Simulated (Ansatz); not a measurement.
# CH8BGaSSn: the cost of one run

Program: Ansatz 0.2.0, Gaussian basis. Level of theory: RKS PBE0-D4/def2-TZVP. These are calculated values, not measurements.

The runs, in order: relaxation at PBE0-D4/def2-TZVP; harmonic vibrations at the same level.

1 further run of the same task is left out (set aside as unsound or not needed). Runs told in other sessions of the task aren't counted.

## (1) The system as given

SMILES `C[B]([SnH3])[S][GaH2]`, 13 atoms, charge 0, spin multiplicity 1.

Atoms are counted from 1 here; the program's logs count them from 0.

Bond lengths: C1–B2 1.567 Å, C1–H6 1.091 Å, C1–H7 1.088 Å, C1–H8 1.092 Å, B2–Sn3 2.248 Å, B2–S4 1.752 Å, Sn3–H9 1.681 Å, Sn3–H10 1.770 Å, Sn3–H11 1.680 Å, S4–Ga5 2.270 Å, Ga5–H12 1.552 Å, Ga5–H13 1.554 Å. Angles: B2–C1–H6 112.0°, B2–C1–H7 112.7°, B2–C1–H8 110.3°, H6–C1–H7 108.2°, H6–C1–H8 105.7°, H7–C1–H8 107.5°, C1–B2–Sn3 119.5°, C1–B2–S4 121.8°, Sn3–B2–S4 118.7°, B2–Sn3–H9 123.8°, B2–Sn3–H10 101.9°, B2–Sn3–H11 123.5°, H9–Sn3–H10 99.2°, H9–Sn3–H11 102.9°, H10–Sn3–H11 99.8°, B2–S4–Ga5 108.1°, S4–Ga5–H12 118.7°, S4–Ga5–H13 118.2° and more.

The start is a GFN2-xTB geometry. Sn takes the def2 core potential; no spin-orbit term is included.

## (2) Geometry optimisation, PBE0-D4/def2-TZVP

File in.yaml:

```yaml
crystal:
  periodic: [false, false, false]
  atoms:
    - {symbol: C, position_ang: [-1.909920, 0.422330, 1.407030]}
    - {symbol: B, position_ang: [-0.835650, 0.055560, 0.326780]}
    - {symbol: Sn, position_ang: [1.337590, 0.445090, 0.750510]}
    - {symbol: S, position_ang: [-1.272620, -0.709930, -1.187240]}
    - {symbol: Ga, position_ang: [0.614330, -0.950530, -2.426710]}
    - {symbol: H, position_ang: [-1.812620, 1.454170, 1.747240]}
    - {symbol: H, position_ang: [-2.928170, 0.275880, 1.053570]}
    - {symbol: H, position_ang: [-1.778730, -0.195780, 2.297660]}
    - {symbol: H, position_ang: [2.053030, 1.961930, 0.641040]}
    - {symbol: H, position_ang: [2.124860, -0.340610, -0.625880]}
    - {symbol: H, position_ang: [2.180080, -0.276780, 2.012200]}
    - {symbol: H, position_ang: [1.167840, -2.379570, -2.672580]}
    - {symbol: H, position_ang: [1.059970, 0.238240, -3.323630]}
basis:
  gaussian: {orbitals: def2-TZVP}
hamiltonian: {xc: pbe0, dispersion: d4}
relax: {f_tol: 0.005, max_steps: 150}
```

On the command line:

```console
$ ansatz run in.yaml --threads 4 --pin off --events-out ev --progress --plain --max-ram 10444MiB
```

Q: Estimate wall time and peak memory on 4 threads of Arm Neoverse V2, shared host.

About 2.6 min, with a peak of 1 GiB.
